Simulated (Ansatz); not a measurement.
# CH₅NSn: how energies converge with the basis set

One table from this session's results is given with a row withheld; the runs are named, their logs left out.

Method: one geometry, several basis sets; program: Ansatz 0.2.0, Gaussian basis.

Levels to be run: PBE0-D4/def2-SVP; ωB97M-V/def2-SVP; PBE0-D4/def2-QZVPP; ωB97M-V/def2-QZVPP; the functionals' def2-TZVPP values are taken from earlier runs.

## The relaxed structure

The geometry comes from an earlier relaxation with PBE0-D4 in a triple-zeta def2 set; it is a stationary point, not always the lowest conformer. Sn takes the def2 core potential; no spin-orbit term is included.

SMILES `C=[N][SnH3]`, 8 atoms, charge 0, spin multiplicity 1.

Atoms are counted from 1 here; the program's logs count them from 0.

Bond lengths: C1–N2 1.258 Å, C1–H4 1.099 Å, C1–H5 1.104 Å, N2–Sn3 2.056 Å, Sn3–H6 1.703 Å, Sn3–H7 1.716 Å, Sn3–H8 1.703 Å. Angles: N2–C1–H4 119.5°, N2–C1–H5 125.8°, H4–C1–H5 114.7°, C1–N2–Sn3 119.1°, N2–Sn3–H6 107.1°, N2–Sn3–H7 108.3°, N2–Sn3–H8 107.1°, H6–Sn3–H7 111.6°, H6–Sn3–H8 111.0°, H7–Sn3–H8 111.6°.

Set-up of the first run:

in.yaml

```yaml
crystal:
  periodic: [false, false, false]
  atoms:
    - {symbol: C, position_ang: [-0.954916, 0.469524, -1.222867]}
    - {symbol: N, position_ang: [-1.044035, -0.016316, -0.066258]}
    - {symbol: Sn, position_ang: [0.675786, -0.402953, 0.992037]}
    - {symbol: H, position_ang: [-1.870310, 0.678675, -1.794087]}
    - {symbol: H, position_ang: [-0.016781, 0.718967, -1.748094]}
    - {symbol: H, position_ang: [0.601244, 0.520201, 2.421235]}
    - {symbol: H, position_ang: [2.017449, 0.044584, 0.021043]}
    - {symbol: H, position_ang: [0.683563, -2.069782, 1.341289]}
basis:
  gaussian: {orbitals: def2-SVP}
hamiltonian: {xc: pbe0, dispersion: d4}
output: {orbitals: {seedname: orbitals}}
```

Run with:

```
$ ansatz run in.yaml --threads 2 --pin off --events-out ev --progress --plain --max-ram 4352MiB
```

Steps of the session up to this table: PBE0-D4 in def2-SVP; ωB97M-V in def2-SVP; PBE0-D4 in def2-QZVPP; ωB97M-V in def2-QZVPP.

One of the session's tables, all rows but one given; the rest of the session is left out.

```
functional       basis  HOMO (eV)  LUMO (eV)
   PBE0-D4    def2-SVP      -6.65      -0.31
   PBE0-D4  def2-TZVPP      -6.79      -0.54
   PBE0-D4  def2-QZVPP      -6.82      -0.62
   ωB97M-V    def2-SVP          ?          ?
   ωB97M-V  def2-TZVPP      -9.04       1.33
   ωB97M-V  def2-QZVPP      -9.07       1.04
```

Q: Estimate the row for ωB97M-V, def2-SVP from the others.

**Answer.** HOMO (eV): -8.88; LUMO (eV): 1.98. In the column «HOMO (eV)» it lies between ωB97M-V, def2-TZVPP (-9.04) and PBE0-D4, def2-QZVPP (-6.82).
